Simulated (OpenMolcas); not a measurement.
# doublet [SiHF3]+: levels of theory compared

We compute a comparison of 6 runs (UHF/STO-3G, UB3LYP/6-31G*, U-revPBE/def2-SVPD, UBHLYP/def2-SVPD, UM06-L/def2-SVPD, ROMP2/def2-SVPD) of doublet [SiHF3]+. 

Program for the calculation: OpenMolcas 26.06.

## (1) Starting point

[SiHF3]+ has 5 atoms, charge +1, and is taken as a doublet. SMILES of the parent species: `F[SiH](F)F`. Geometry: relaxed at PBE0-D4/def2-TZVP. That shape belongs to the parent species and isn't relaxed for this state.

Bond lengths: F1–Si2 1.573 Å, Si2–F3 1.573 Å, Si2–F4 1.573 Å, Si2–H5 1.461 Å. Angles: F1–Si2–F3 108.3°, F1–Si2–F4 108.3°, F3–Si2–F4 108.3°, F1–Si2–H5 110.7°, F3–Si2–H5 110.7°, F4–Si2–H5 110.7°.

## (2) A single-point energy at UHF/STO-3G (run 1)

job.input reads:

```
* F3HSi Hartree-Fock

&gateway
 baslib
 $CurrDir
 coord
 5
 angstrom
 F       -0.447100      -0.082200       1.491300
 Si       0.040700       0.001700      -0.001800
 F       -0.597100       1.281400      -0.657200
 F       -0.495900      -1.263300      -0.767200
 H        1.499400       0.062400      -0.065100
 basis
 STO-3G
 group
 NoSym

&seward

&scf
 uhf
 charge
 1
 spin
 2
 thresholds
 1e-10 1e-07 1e-07 1e-05
 prorbitals
 1 1
```

The basis set STO-3G is read from a file made from the Basis Set Exchange's data (not shown).

Run with:

```bash
$ export MOLCAS_MEM=1860
$ pymolcas job.input > job.log
```

Output:

```text
--- Start Module: gateway ---
[...]
--- Stop Module: gateway /rc=_RC_ALL_IS_WELL_ ---
--- Start Module: seward ---
[...]
      Basis functions           25
--- Stop Module: seward /rc=_RC_ALL_IS_WELL_ ---
--- Start Module: scf ---
[...]
       Convergence after  29 Iterations
[...]
::    Total SCF energy                               -579.9738453643
[...]
      Total spin, S                                     0.5278642747
[...]
      Total electronic charge=   41.000000
      Total            charge=    1.000000
[...]
      Dipole Moment (debye):
      Origin of the operator (angstrom)=   -0.3095   -0.0129    0.0134
                   X=  3.3521E+00               Y=  1.3973E-01               Z= -1.4667E-01           Total=  3.3582E+00
      Center of Charge (angstrom)
[...]
--- Stop Module: scf /rc=_RC_ALL_IS_WELL_ ---
[...]
```

Run time: 1.8 s. Hardware: 1 thread of Arm Neoverse V2, shared host; peak memory 0.37 GiB.

## (3) The energy at UB3LYP/6-31G(d) (spherical functions) (run 2)

job.input reads:

```
* F3HSi Kohn-Sham DFT

&GATEWAY
 BasLib
 $CurrDir
 BasisSet
 F.6-31Gs....
 F1 -0.447100 -0.082200 1.491300 angstrom
 F3 -0.597100 1.281400 -0.657200 angstrom
 F4 -0.495900 -1.263300 -0.767200 angstrom
 End of Basis
 BasisSet
 Si.6-31Gs....
 Si2 0.040700 0.001700 -0.001800 angstrom
 End of Basis
 BasisSet
 H.6-31Gs....
 H5 1.499400 0.062400 -0.065100 angstrom
 End of Basis

&SEWARD
 GridInput
 Grid=UltraFine
 End of Grid

&SCF
 UHF
 Charge
 1
 Spin
 2
 KSDFT
 B3LYP
 Thresholds
 1e-10 1e-07 1e-07 1e-05
 PrOrbitals
 1 2
```

The basis set 6-31G* is read from a file made from the Basis Set Exchange's data (not shown).

Run with:

```bash
$ export MOLCAS_MEM=1860
$ pymolcas job.input > job.log
```

Output:

```text
--- Start Module: gateway ---
[...]
--- Stop Module: gateway /rc=_RC_ALL_IS_WELL_ ---
--- Start Module: seward ---
[...]
      Basis functions           62
--- Stop Module: seward /rc=_RC_ALL_IS_WELL_ ---
[...]
--- Start Module: scf ---
[...]
       Convergence after  20 Iterations
[...]
::    Total KS-DFT energy                            -589.2860764039
[...]
      Total spin, S                                     0.5031678228
[...]
      Total electronic charge=   41.000000
      Total            charge=    1.000000
[...]
      Dipole Moment (debye):
      Origin of the operator (angstrom)=   -0.3095   -0.0129    0.0134
                   X=  4.0326E+00               Y=  1.6776E-01               Z= -1.7498E-01           Total=  4.0399E+00
      Center of Charge (angstrom)
[...]
--- Stop Module: scf /rc=_RC_ALL_IS_WELL_ ---
[...]
```

It took 20 s on 1 thread of Arm Neoverse V2, shared host; peak memory 0.4 GiB.

Run 3 isn't shown in full; the table further down has it.

## (4) A single-point energy at UBHLYP/def2-SVPD (run 4)

mol.xyz reads:

```xyz
5

F     -0.447100    -0.082200     1.491300
Si     0.040700     0.001700    -0.001800
F     -0.597100     1.281400    -0.657200
F     -0.495900    -1.263300    -0.767200
H      1.499400     0.062400    -0.065100
```

job.input reads:

```
&gateway
  baslib=$CurrDir
  coord=mol.xyz
  basis=def2-SVPD
  group=NoSym

&seward
  gridinput
  Grid=UltraFine
  End of Grid

&scf
  uhf
  charge=1
  spin=2
  ksdft=HYB_GGA_XC_BHANDHLYP
  thresholds=1e-10 1e-07 1e-07 1e-05
  prorbitals=1 1
```

The basis set def2-SVPD is read from a file made from the Basis Set Exchange's data (not shown).

Run with:

```bash
$ export MOLCAS_MEM=1860
$ pymolcas job.input > job.log
```

Output:

```text
--- Start Module: gateway ---
[...]
--- Stop Module: gateway /rc=_RC_ALL_IS_WELL_ ---
--- Start Module: seward ---
[...]
      Basis functions          101
--- Stop Module: seward /rc=_RC_ALL_IS_WELL_ ---
[...]
--- Start Module: scf ---
[...]
       Convergence after  19 Iterations
[...]
::    Total KS-DFT energy                            -588.8584699744
[...]
      Total spin, S                                     0.5057499136
[...]
      Total electronic charge=   41.000000
      Total            charge=    1.000000
[...]
      Dipole Moment (debye):
      Origin of the operator (angstrom)=   -0.3095   -0.0129    0.0134
                   X=  4.9968E+00               Y=  2.0791E-01               Z= -2.1706E-01           Total=  5.0059E+00
      Center of Charge (angstrom)
[...]
--- Stop Module: scf /rc=_RC_ALL_IS_WELL_ ---
[...]
```

Run time: 44 s. Hardware: 1 thread of Arm Neoverse V2, shared host; peak memory 0.57 GiB.

Run 5 isn't shown in full; the table further down has it.

## (5) The energy at ROMP2/def2-SVPD (run 6)

mol.input reads:

```
* F3HSi ROMP2
>>> EXPORT MOLCAS_PRINT=2

&gateway
  baslib = $CurrDir
  coord
  5
  angstrom
  F       -0.447100      -0.082200       1.491300
  Si       0.040700       0.001700      -0.001800
  F       -0.597100       1.281400      -0.657200
  F       -0.495900      -1.263300      -0.767200
  H        1.499400       0.062400      -0.065100
  basis = def2-SVPD
  group = NoSym

&seward

&scf
  uhf
  charge = 1
  spin = 2
  thresholds = 1e-10 1e-07 1e-07 1e-05
  prorbitals = 1 1

&rasscf
  fileorb = $Project.UnaOrb
  spin = 2
  nactel = 1 0 0
  inactive = 20
  ras2 = 1
  outorbitals = Canonical
  orblisting = Nothing

&caspt2
  ipea = 0.0
  frozen = 8
```

The basis set def2-SVPD is read from a file made from the Basis Set Exchange's data (not shown).

Run with:

```bash
$ export MOLCAS_MEM=1860
$ pymolcas mol.input > mol.log
```

Output:

```text
--- Start Module: gateway ---
[...]
--- Stop Module: gateway /rc=_RC_ALL_IS_WELL_ ---
[...]
      Basis functions          101
[...]
       Convergence after  18 Iterations
[...]
::    Total SCF energy                               -587.1857428079
[...]
      Total spin, S                                     0.5045393303
[...]
--- Start Module: rasscf ---
[...]
      Number of active orbitals                  1
[...]
      Spin quantum number                      0.5
[...]
      Active orbitals                            1
[...]
      Number of CSFs                             1
[...]
      Number of root(s) required                 1
[...]
      Convergence after 10 iterations
[...]
      printout of CI-coefficients larger than  0.05 for root  1
      energy=    -587.183529
      conf/sym  1     Coeff  Weight
             1  u   1.00000 1.00000
      Natural orbitals and occupation numbers for root  1
      sym 1:   1.000000
      ************************************************************************************************************************
      *                                                    Final results                                                     *
[...]
::    RASSCF root number  1 Total energy:   -587.18352926
[...]
      Total electronic charge=   41.000000
      Total            charge=    1.000000
[...]
      Dipole Moment (debye):
      Origin of the operator (angstrom)=   -0.3095   -0.0129    0.0134
                   X=  6.3385E+00               Y=  2.6385E-01               Z= -2.7571E-01           Total=  6.3500E+00
      Center of Charge (angstrom)
[...]
--- Stop Module: rasscf /rc=_RC_ALL_IS_WELL_ ---
[...]
--- Start Module: caspt2 ---
[...]
      E2 (Variational):          -0.6783717075
      Total energy:            -587.8619009704
[...]
      Reference weight:           0.85669
[...]
::    CASPT2 Root  1     Total energy:   -587.86190097
[...]
```

It took 19 s on 1 thread of Arm Neoverse V2, shared host; peak memory 0.57 GiB.

## (6) Overview of the runs

```csv
run,level,integration grid,frozen core orbitals,energy (Eh),HOMO energy (eV),LUMO energy (eV),⟨S²⟩,wall time
1,UHF/STO-3G,–,–,-579.973845,-18.34,-9.89,0.807,1.8 s
2,UB3LYP/6-31G* (spherical functions),UltraFine,–,-589.286076,-19.02,-16.93,0.756,20 s
3,U-revPBE/def2-SVPD,UltraFine,–,-588.832294,-17.57,-17.33,0.753,66 s
4,UBHLYP/def2-SVPD,UltraFine,–,-588.858470,-21.71,-16.29,0.762,44 s
5,UM06-L/def2-SVPD,UltraFine,–,-588.946734,-18.16,-17.57,0.755,97 s
6,ROMP2/def2-SVPD,–,8,-587.861901,–,–,–,19 s
```

## (7) Summary of results

| quantity | value |
| --- | --- |
| run 6: total energy | -587.86190 Eh |

**Reading.** Totals of different functionals can't be ranked against each other. In run 1 the basis is minimal, so the values are rough. All runs together took 4.1 min, the longest 97 s.
